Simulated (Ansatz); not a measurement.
# Rh (Rh, omega (AlB2-type)): the cost of one run

Computed with Ansatz 0.2.0 (DFT r2SCAN, plane waves (500 eV) with PAW, scalar-relativistic; PAW files made under PBE, frozen cores solved again for the functional, unless a step says otherwise).

## Step 1: The structure to begin with

It takes space group P6/mmm (No. 191, hexagonal). Conventional cell: a = 4.267 Å, b = 4.267 Å, c = 2.616 Å, α = 90.00°, β = 90.00°, γ = 120.00°. Around Rh (site symmetry 6/mmm) lie 14 Rh at 2.62 to 2.79 Å. Rh (site symmetry -6m2) is surrounded by 11 Rh at 2.46 to 2.79 Å.

Coordinates:

```
CELL_PARAMETERS angstrom
4.26738 0.00000 0.00000
-2.13369 3.69566 0.00000
0.00000 0.00000 2.61590
ATOMIC_POSITIONS crystal
Rh 0.00000 0.00000 0.00000
Rh 0.33333 0.66667 0.50000
Rh 0.66667 0.33333 0.50000
```

Starting moments (μB): +1 ×3.

## Step 2: Relaxing cell and atoms

Input file input.yaml:

```yaml
crystal:
  lattice:
    - [4.2673781655, 0.0, 0.0]
    - [-2.1336890828, 3.6956578989, 0.0]
    - [0.0, 0.0, 2.6159028155]
  atoms:
    - { symbol: Rh, position: [0.0, 0.0, 0.0], spin: 1.0 }
    - { symbol: Rh, position: [0.3333333333, 0.6666666667, 0.5], spin: 1.0 }
    - { symbol: Rh, position: [0.6666666667, 0.3333333333, 0.5], spin: 1.0 }
hamiltonian:
  xc: r2scan
  pseudopotentials:
    kind: paw
    azcp:
      Rh: "pseudopotentials/Rh.paw.azcp"
basis:
  ecutwfc: 500
  fft_grid_basis: typed
kpoints:
  mp_grid: { grid: [9, 9, 12], shift: [0, 0, 0] }
magnetization:
  spin_polarized: true
scf:
  occupations: { method: fermi_dirac, width: 0.05 }
relax:
  max_steps: 60
  f_tol: 0.01
  cell: {}
```

Q: Estimate wall time and peak memory on 2 threads of an Arm CPU, shared host.

About 1.8 min, with a peak of 0.57 GiB.
